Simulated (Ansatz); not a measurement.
The system is LaAl3Au.

```
CELL_PARAMETERS angstrom
-2.18145 2.18145 5.46097
2.18145 -2.18145 5.46097
2.18145 2.18145 -5.46097
ATOMIC_POSITIONS crystal
Au 0.62802 0.62802 0.00000
La 0.98908 0.98908 0.00000
Al 0.75027 0.25027 0.50000
Al 0.25027 0.75027 0.50000
Al 0.39835 0.39835 0.00000
```

The cell comes from a database or a generator and needn't be the stable form of this composition.

```yaml
Program: Ansatz 0.2.0
Task: single point
Functional: PBEsol
Potentials_or_basis: Ansatz PAW
Cutoff: "420 eV (not typed: the program's choice for these potentials)"
k_mesh: 9 × 9 × 9
Occupations: fermi-dirac, width 0.05 eV
Spin: no spin polarisation
```

On this cell: pressure -1.5 GPa; largest force 0.089 eV/Å; band gap on the k mesh none (metal or under the smearing width).

The same run follows on a disturbed copy (atoms moved at random, drawn with an rms of 0.05 Å):

```
Au La Al
1.0
    -2.18145    2.18145    5.46097
     2.18145   -2.18145    5.46097
     2.18145    2.18145   -5.46097
Au La Al
1 1 3
Direct
  0.63075 0.62535 0.99716
  0.99226 0.99522 0.01010
  0.75941 0.25693 0.51766
  0.25539 0.76015 0.52006
  0.39793 0.40168 0.00303
```

What does the disturbed cell give?

The energy (extrapolated to zero smearing) moves by +4.2 meV/atom; pressure -1.3 GPa; largest force 0.480 eV/Å; band gap on the k mesh none (metal or under the smearing width).

Forces on the atoms (eV/Å):
```
Au   0.342  0.171 -0.290
La  -0.066 -0.021 -0.017
Al  -0.288 -0.147  0.057
Al  -0.121 -0.174  0.143
Al   0.132  0.171  0.108
```

Stress tensor (GPa, compression positive):
```
-1.06 -0.03 -0.31
-0.03 -0.85 -0.05
-0.31 -0.05 -2.01
```

Caveats: the PAW data sets come from PBE, with cores solved anew for the run's functional, which leaves a small shift of forces and pressure.
